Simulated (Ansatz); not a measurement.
Consider a convergence test of the plane-wave cutoff of W, space group Fm-3m (Ansatz 0.2.0 through its Python package).

`ecut_w.py`:
```python
'''Cutoff test for W.'''

from dataclasses import dataclass

import ansatz as az
import pandas as pd


@dataclass(frozen=True)
class Options:
    k_length: int = 26
    occupations: str = 'fermi_dirac'
    width_ev: float = 0.05


cfg = Options()

structure = (
    az.Lattice.of([0.0, 2.03, 2.03], [2.03, 0.0, 2.03], [2.03, 2.03, 0.0])
    .atom('W', [0.0, 0.0, 0.0])
)

calc = (
    structure.calculation()
    .functional(az.Functional.LDA)
    .kpoints(length=cfg.k_length)
    .occupations(cfg.occupations, width=cfg.width_ev)
)

rows = []
for value in [300, 400, 500, 600, 700, 800]:
    report = calc.basis(value).run(threads=1, pin='off').report
    rows.append((value, report['free_energy_ev'] / len(report['lattice']['sites']), report['n_iterations'], report['n_pw']))

table = pd.DataFrame(rows, columns=['cutoff (eV)', 'F/atom (eV)', 'iterations', 'plane waves'])
print(table.round(5).to_string(index=False))

# differences from the last row
for row in rows[:-1]:
    shift = 1000 * (row[1] - rows[-1][1])
    print(f'{row[0]}: {shift:+.2f} meV/atom' + ('  (within 1 meV)' if abs(shift) < 1 else ''))
```

How fast does the energy converge with the cutoff (threshold 1 meV an atom)?

From 400 eV on it stays within 1 meV an atom of the value at 800 eV; the first row (300 eV) is off by 47.1 meV and the last but one by 0.03 meV. The energy falls steadily, as expected when plane waves are added.

The run itself:

Running `python ecut_w.py` prints:
```text
DeckWarning: basis.ecutwfc = 300 eV is below the records' recommended 420 eV, and the density's cutoff is lower with it unless basis.ecutrho_ratio is high enough to keep the records' density cutoff: compare with a run at a higher cutoff
DeckWarning: basis.ecutwfc = 400 eV is below the records' recommended 420 eV, and the density's cutoff is lower with it unless basis.ecutrho_ratio is high enough to keep the records' density cutoff: compare with a run at a higher cutoff
 cutoff (eV)  F/atom (eV)  iterations  plane waves
         300 -10129.25604           6          181
         400 -10129.30221           6          307
         500 -10129.30297           6          411
         600 -10129.30306           6          537
         700 -10129.30309           6          725
         800 -10129.30312           6          869
300: +47.08 meV/atom
400: +0.92 meV/atom  (within 1 meV)
500: +0.15 meV/atom  (within 1 meV)
600: +0.07 meV/atom  (within 1 meV)
700: +0.03 meV/atom  (within 1 meV)
```
(Warnings from the package without file and line.)

Notes:
- The mesh is modest for a metal, so energies can be off by several to tens of meV an atom and pressures by half a GPa or more; differences at equal mesh fare better.
- Spin-orbit coupling, which matters for elements this heavy, is left out.
- This isn't the structure that W takes at ambient conditions.
- Shifts are counted from the last row, which is itself no proven limit.
- Run time: 4.8 s on 1 thread of Intel(R) Xeon(R) Processor @ 2.30GHz (shared host), peak memory 0.52 GiB.
